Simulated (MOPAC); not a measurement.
# C2H2Cl2Si (SMILES C#C[SiH](Cl)Cl) at MNDOD

Aim: a geometry optimisation of C2H2Cl2Si. 

The results are computed with MOPAC 23.2.5.

9 further runs of the same task are left out: 9 set aside as unsound or not needed.

**1. Starting point**

The species is C2H2Cl2Si (7 atoms), meant as a singlet with charge 0. As SMILES, `C#C[SiH](Cl)Cl`. All atoms were displaced at random from a relaxed shape. The run starts from this shape.

Bond lengths: C1–C2 1.194 Å, C2–Si3 1.814 Å, Si3–Cl4 2.049 Å, Si3–Cl5 2.017 Å, C1–H6 1.082 Å, Si3–H7 1.482 Å. Angles: C1–C2–Si3 178.9°, C2–Si3–Cl4 108.2°, C2–Si3–Cl5 109.5°, Cl4–Si3–Cl5 109.8°, C2–C1–H6 178.8°, C2–Si3–H7 110.8°, Cl4–Si3–H7 109.0°, Cl5–Si3–H7 109.6°.

**2. A structure relaxation at MNDOD**

The input, run.mop:

```
MNDOD DISP PRECISE GNORM=0.05 GRADIENTS CYCLES=300 AUX(PRECISION=6) T=10M THREADS=1
optimise of C2H2Cl2Si
C#C[SiH](Cl)Cl
C      0.215754    -0.679447     1.863534
C      0.123006    -0.295257     0.736533
Si     0.014908     0.295622    -0.975586
Cl    -1.527131    -0.690911    -1.895548
Cl    -0.342669     2.280611    -0.981540
H      0.315644    -1.011517     2.888479
H      1.272939     0.015881    -1.708277
```

Launch:

```bash
$ mopac run.mop
```

What values should one expect? Wanted: total energy at the end; dipole moment; HOMO energy; LUMO energy; HOMO–LUMO gap; heat of formation.

Computed results:

Level: MNDOD.

| quantity | value |
| --- | --- |
| total energy at the end | -33.12744 Eh |
| dipole moment | 2.30 D |
| HOMO energy | -11.59 eV |
| LUMO energy | 0.28 eV |
| HOMO–LUMO gap | 11.87 eV |
| heat of formation | -38.4 kcal/mol |

**Reading.** At the final geometry: Bond lengths: C1–C2 1.206 Å, C2–Si3 1.782 Å, Si3–Cl4 2.065 Å, Si3–Cl5 2.065 Å, C1–H6 1.054 Å, Si3–H7 1.416 Å. Angles: C1–C2–Si3 179.9°, C2–Si3–Cl4 109.7°, C2–Si3–Cl5 109.7°, Cl4–Si3–Cl5 108.1°, C2–C1–H6 179.9°, C2–Si3–H7 111.8°, Cl4–Si3–H7 108.7°, Cl5–Si3–H7 108.7°. The optimisation took 24 steps and changed the energy by -0.108 eV.
